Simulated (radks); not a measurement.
# Ir with its nuclear charge varied continuously

An exercise on one series of results from a longer session: the logs are not shown, and one member is left open.

The numbers are computed with radks (a radial shooting solver on a logarithmic mesh, Libxc functionals) version 1 (scalar-relativistic Kohn-Sham, PBE, spin-polarised, spherical densities, point nucleus; open shells are filled with parallel spins first), except any that are marked as measured or tabulated.

## The system

| Quantity | Value |
| --- | --- |
| element | iridium (Z = 77) |
| charge | 0 |
| electrons | 77 |
| configuration | [Xe] 4f14 5d7 6s2 |

The outer shells:

Ir
```
[Xe] core
4f [↑↓][↑↓][↑↓][↑↓][↑↓][↑↓][↑↓]
5d [↑↓][↑↓][↑ ][↑ ][↑ ]
6s [↑↓]
```

The first run:

Input:

```text
Z 77
configuration [Xe] 4f14 5d7 6s2
relativity scalar-relativistic
functional pbe,pbe
spin polarised
nucleus point
c 137.035999084
```

Steps of the session up to this table: Z = 77.

One of the session's tables, all rows but one given; the rest of the session is left out.

It belongs to the step «Z = 77». Sizes of the orbitals, from the radial functions (bohr):

| level | <r> | outermost maximum (interpolated) | 90 % within | nodes |
| --- | --- | --- | --- | --- |
| 4f up | 0.5360 | 0.395 | 0.871 | 0 |
| 4f down | 0.5344 | 0.395 | 0.867 | 0 |
| 5p up | 1.136 | 1.00 | 1.65 | 3 |
| 5p down | ? | ? | ? | ? |
| 5d up | 1.701 | 1.30 | 2.68 | 2 |
| 6s up | 2.848 | 2.37 | 4.25 | 5 |
| 5d down | 1.751 | 1.30 | 2.80 | 2 |
| 6s down | 2.975 | 2.44 | 4.48 | 5 |

**Question.** Estimate the row for 5p down.

The run gave: <r>: 1.132; outermost maximum (interpolated): 1.00; 90 % within: 1.65; nodes: 3. In the column «<r>» it lies between 4f up (0.5360) and 5p up (1.136).

Limits of these values: At Z = 77 the central difference of E is -579.528 hartree, against -574.593 from the Hellmann-Feynman theorem; the scalar-relativistic energy here is not variational, so the two differ by a part that grows with Z.
